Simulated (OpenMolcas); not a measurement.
**Ir⁶⁺ among point charges: CASSCF and CASPT2 levels and susceptibility**

How does a field of 6 point charges split the states of Ir⁶⁺, and what χT follows?

Method: state-averaged CASSCF and CASPT2, spin-orbit coupling by RASSI with atomic mean-field integrals. Code: OpenMolcas 26.06.

**1. The atom as given**

```
Species                           : Ir⁶⁺ (iridium, Z = 77, 71 electrons)
Basis                             : ANO-RCC-VDZP [7s6p4d2f], 59 functions
Scalar Hamiltonian                : DKH2, point nucleus
Inactive shells                   : 1s 2s 2p 3s 3p 3d 4s 4p 4d 4f 5s 5p
Active space                      : 3 electrons in 5 orbitals (5d)
Some configurations of this space : 5d³
Orbitals                          : optimised for each spin and parity, averaged over all roots
```

Outer shells as boxes (Hund's rule):

5d3
```
5d [↑ ][↑ ][↑ ][  ][  ]
```

The ion sits among 6 point charges of -1.7 e arranged as a trigonal antiprism (D3d), 2.19 Å from the ion, with a polar angle of 49.3° against the regular 54.74°.

The work runs as a chain of OpenMolcas steps in one folder; each step below is one input file. Labels, J, g values, rates, χT and fits are worked out afterwards by a script from the matrices that RASSI stores. The input lists half of the charges; inversion (Group=XYZ) makes the rest.

**2. GATEWAY and SEWARD: basis and integrals**

Input file a.inp:

```
&GATEWAY
Coord
1

Ir 0.0 0.0 0.0
Basis=ANO-RCC-VDZP
Group=XYZ
NoMove
AngMom=0.0 0.0 0.0
AMFI
XField
3 Angstrom 0
0.000000 1.659368 1.429195 -1.700000
1.437055 -0.829684 1.429195 -1.700000
1.437055 0.829684 -1.429195 -1.700000
&SEWARD
```

On the command line:

```bash
$ OMP_NUM_THREADS=1 MOLCAS_MEM=1689 MOLCAS_PROJECT=a pymolcas a.inp > a.log
```

**3. CASSCF: quartets of even parity, 10 roots**

Input file a.inp:

```
&RASSCF
FileOrb=start.orb
Symmetry=1
Spin=4
nActEl=3 0 0
Inactive=15 19
Ras2=5 0
CIRoot=10 10 1
SDav=10
CIMx=300
Iter=120 100
PrWF=0.3
OrbListing=Nothing
MaxOrb=0
>>> COPY $Project.JobIph JOB001
```

start.orb holds the contracted functions of the basis, ordered by shell, or the orbitals of the step before.

**4. Reference wave functions, doublets of even parity, 40 roots**

Input file a.inp:

```
&RASSCF
FileOrb=start.orb
Symmetry=1
Spin=2
nActEl=3 0 0
Inactive=15 19
Ras2=5 0
CIRoot=40 40 1
SDav=40
CIMx=300
Iter=120 100
PrWF=0.3
OrbListing=Nothing
MaxOrb=0
>>> COPY $Project.JobIph JOB002
```

**5. RASSI: spin-orbit coupling between the states**

Input file a.inp:

```
&RASSI
NrOfJobIphs=2 10 40
1 2 3 4 5 6 7 8 9 10
1 2 3 4 5 6 7 8 9 10 11 12 13 14 15 16 17 18 19 20 21 22 23 24 25 26 27
28 29 30 31 32 33 34 35 36 37 38 39 40
IphNames
JOB001
JOB002
EJob
SpinOrbit
DIPRint=1.0
SOCoupling=1000.0
Subsets=2
Property=9
'ANGMOM' 1 'ANGMOM' 2 'ANGMOM' 3 'MLTPL  1' 1 'MLTPL  1' 2 'MLTPL  1' 3
'AMFI' 1 'AMFI' 2 'AMFI' 3
SOProperty=3
'ANGMOM' 1 'ANGMOM' 2 'ANGMOM' 3
```

**6. CASPT2: IPEA 0.25, imaginary shift 0.1 (closed shells correlated: 5s 5p)**

Input file a.inp:

```
>>> COPY JOB001 $Project.JobIph
&CASPT2
Multistate=10 1 2 3 4 5 6 7 8 9 10
NoMult
Frozen=14 16
IPEA=0.25
Imaginary=0.1
MaxIter=60
WThr=0.0 0.3 0.05
PrWF=0.5
NoMix
>>> COPY JOB002 $Project.JobIph
&CASPT2
Multistate=40 1 2 3 4 5 6 7 8 9 10 11 12 13 14 15 16 17 18 19 20 21 22
23 24 25 26 27 28 29 30 31 32 33 34 35 36 37 38 39 40
NoMult
Frozen=14 16
IPEA=0.25
Imaginary=0.1
MaxIter=60
WThr=0.0 0.3 0.05
PrWF=0.5
NoMix
```

(Steps that only read results are left out.)

What does the calculation give? Wanted: spin-free ground state; first state of the same spin within the active space; lowest level; next level.

**Answer**, as computed:

| quantity | value |
| --- | --- |
| method | SS-CASPT2, IPEA 0.25, imaginary shift 0.1 (closed shells correlated: 5s 5p) |
| spin-free ground state | 4A2, 1-fold in its orbital part |
| first state of the same spin within the active space | 4E at 3250 cm⁻¹ |
| lowest level | 2-fold E1/2, g = 0.54, 0.54, 0.98 |
| next level | 2124.5 cm⁻¹ |
| χT at 300 K | 0.08 cm³ K/mol |
| effective moment at 300 K | 0.78 μB |

Cost by method:

```
                                              method  time of its own steps  time with the reference
                                           A. CASSCF                    9 s                      9 s
B. SS-CASPT2, IPEA 0.25, imaginary shift 0.1, +5s 5p                  3.2 s                     12 s
```

Times are of one thread on a shared host.

What this shows: The spin-free ground state (4A2) comes to 98 % from free-ion F terms and keeps the highest spin of the shell. χT at 300 K is 0.08, against 1.88 cm³ K/mol for the spin alone, so spin-orbit coupling lowers it. CASPT2 does not keep the components of a term degenerate, and the means are used. The field of point charges can differ much from that of real complexes. Point charges carry no covalency, so the field is a model and not that of real ligands.
